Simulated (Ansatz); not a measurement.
# Sn3Te: the cost of one run

Program: Ansatz 0.2.0. Level of theory: DFT PBE, scalar-relativistic, plane waves, PAW. These are calculated values, not measurements.

### 1 The system as given

Symmetry: Fm-3m, No. 225, cubic system. Conventional cell: a = 7.458 Å, b = 7.458 Å, c = 7.458 Å, α = 90.00°, β = 90.00°, γ = 90.00°. Around Sn (site symmetry -43m) lie 4 Te at 3.23 Å and 4 Sn at 3.23 Å. Around Sn (site symmetry m-3m) lie 8 Sn at 3.23 Å. Te (site symmetry m-3m) has 8 Sn at 3.23 Å as nearest neighbours.

Coordinates:

```xyz
4
Lattice="0.0000 3.7290 3.7290 3.7290 0.0000 3.7290 3.7290 3.7290 0.0000" Properties=species:S:1:pos:R:3 pbc="T T T"
Sn    5.5935    5.5935    5.5935
Sn    1.8645    1.8645    1.8645
Sn    0.0000    0.0000    0.0000
Te    3.7290    3.7290    3.7290
```

Recipe of the guess: species swapped into a database cell of SbPd3 (Fm-3m, No. 225), with Te on the Sb sites and Sn on the Pd sites. Its size is a rough estimate.

### 2 The guess as it stands, on a coarse mesh

input.yaml

```yaml
crystal:
  lattice:
    - [0.0, 3.72900843, 3.72900843]
    - [3.72900843, 0.0, 3.72900843]
    - [3.72900843, 3.72900843, 0.0]
  atoms:
    - { symbol: Sn, position: [0.75, 0.75, 0.75] }
    - { symbol: Sn, position: [0.25, 0.25, 0.25] }
    - { symbol: Sn, position: [0.0, 0.0, 0.0] }
    - { symbol: Te, position: [0.5, 0.5, 0.5] }
basis:
  ecutwfc: 420
kpoints:
  mp_grid: { grid: [4, 4, 4] }
hamiltonian:
  xc: pbe
scf:
  occupations: { method: gaussian, width: 0.1 }
  lower_state_search: "off"
output:
  forces: true
  stress: true
  eigenvalues: true
```

Command:

```sh
$ ansatz run input.yaml --threads 1 --pin off --max-ram 2560MiB --backend cpu --events-out ev --progress --plain --runs-dir out
```

Q: Estimate wall time and peak memory on 1 thread of Intel Xeon at 2.50GHz (Skylake/Cascade Lake), shared host.

About 4.8 s, with a peak of 0.38 GiB.
